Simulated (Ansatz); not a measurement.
This script makes a comparison of magnetic orders of CoW₃, space group Pm-3m with Ansatz 0.2.0 through its Python package.

`cow3.py`:
```python
"""Magnetic orders of CoW3 compared."""

import logging
import sys

import ansatz
import numpy as np

logging.basicConfig(stream=sys.stdout, format="%(levelname)s %(message)s")
logger = logging.getLogger("run")
logger.setLevel(logging.INFO)


def count_gap(report):
    # lowest empty less highest filled band, counting bands; zero where they overlap
    return max(report.get("gap_by_band_count_ev") or 0.0, 0.0)

CELL = [
    (3.90735, 0.0, 0.0),
    (0.0, 7.8147, 0.0),
    (0.0, 0.0, 3.90735),
]
ATOMS = [
    ("Co", (0.0, 0.0, 0.0)),
    ("W", (0.0, 0.25, 0.5)),
    ("W", (0.5, 0.0, 0.5)),
    ("W", (0.5, 0.25, 0.0)),
    ("Co", (0.0, 0.5, 0.0)),
    ("W", (0.0, 0.75, 0.5)),
    ("W", (0.5, 0.5, 0.5)),
    ("W", (0.5, 0.75, 0.0)),
]


def build(moments):
    crystal = ansatz.Crystal(lattice=ansatz.Lattice.of(CELL))
    for (symbol, position), moment in zip(ATOMS, moments):
        crystal = crystal.atom(symbol, position, moment=moment or None)
    return crystal

# starting moments in muB, one an atom
orders = {
    "FM": [3.0, 0, 0, 0, 3.0, 0, 0, 0],
    "AFM": [3.0, 0, 0, 0, -3.0, 0, 0, 0],
}

rows = []
for label, moments in orders.items():
    job = build(moments).calculation()
    job = job.scf(tolerance=1e-10).basis(510)
    job = job.occupations(ansatz.OccupationsMethod.FERMI_DIRAC, width=0.1)
    job = job.functional("pbe")
    job = job.kpoints(spacing=0.32)
    job = job.spin("collinear").band_table()
    report = job.run().report
    rows.append((label, report["free_energy_ev"], report["magnetization_mub"], report["absolute_magnetization_mub"], max(abs(m) for m in report["site_moments_mub"]), count_gap(report)))
    print(label, "site moments:", [round(m, 2) for m in report["site_moments_mub"]])

# the same cell with no spin polarisation
plain = (
    build([0] * len(ATOMS)).calculation()
    .scf(tolerance=1e-10)
    .basis(510)
    .occupations(ansatz.OccupationsMethod.FERMI_DIRAC, width=0.1)
    .functional("pbe")
    .kpoints(spacing=0.32)
    .band_table()
)
report = plain.run().report
rows.append(("NM", report["free_energy_ev"], 0.0, 0.0, 0.0, count_gap(report)))

lowest = min(row[1] for row in rows)
rows = [(row[0], 1000 * (row[1] - lowest) / 2, *row[2:]) for row in sorted(rows, key=lambda row: row[1])]
logger.info("         order  meV/magnetic atom         net muB    absolute muB  largest site muB  gap by band count eV")
for row in rows:
    logger.info(f"{str(row[0]):>14s}  {row[1]:17.2f}  {row[2]:14.3f}  {row[3]:14.3f}  {row[4]:16.3f}  {row[5]:20.3f}")
print("lowest of these starts:", rows[0][0])
```

Which magnetic state ends lowest, and by how much?

In order of energy: antiferro- or ferrimagnetic (+0.0 meV an atom, largest site moment 0.28 μB), ferromagnetic (+0.1 meV an atom, largest site moment 0.13 μB) and non-magnetic (+0.1 meV an atom, largest site moment 0.00 μB). These are the states reached from the starts typed.

What the script printed:

```console
$ python cow3.py
RunWarning: the starting moments were not kept: the SCF closed with an absolute magnetisation of 3.0e-1 μB, where they sum to 6 μB in size (2 sites). That is at most 0.1 of that sum. The system's moment may be that small; this SCF shows only that its start led to no larger one. To try another start: change the [...]
FM site moments: [0.13, 0.0, 0.0, 0.0, 0.13, 0.0, 0.0, 0.0]
AFM site moments: [0.28, -0.0, 0.0, -0.0, -0.28, 0.0, -0.0, 0.0]
INFO          order  meV/magnetic atom         net muB    absolute muB  largest site muB  gap by band count eV
INFO            AFM               0.00           0.000           0.652             0.280                 0.000
INFO             FM               0.27           0.276           0.308             0.130                 0.000
INFO             NM               0.28           0.000           0.000             0.000                 0.000
lowest of these starts: AFM
```
(Warnings from the package without file and line, shortened.)

Reading the output:
- The SCF didn't keep the moments it started from (some shrank, vanished or turned); what is printed is the state reached.
- The mesh is modest for a metal, so energies can be off by several to tens of meV an atom and pressures by half a GPa or more; differences at equal mesh fare better.
- A gap by band count of zero or less means overlapping bands, a metal.
- This cell is a computed structure, which may not be the phase found in nature.
- Levels are Kohn-Sham eigenvalues on this mesh, without spin-orbit coupling.
- Each row is the state reached from that start at the given structure, not necessarily the lowest of its order; other orders weren't tried.
- The whole script took 5.2 min on 1 thread of Arm Neoverse V1, on a shared host, peak memory 0.76 GiB.
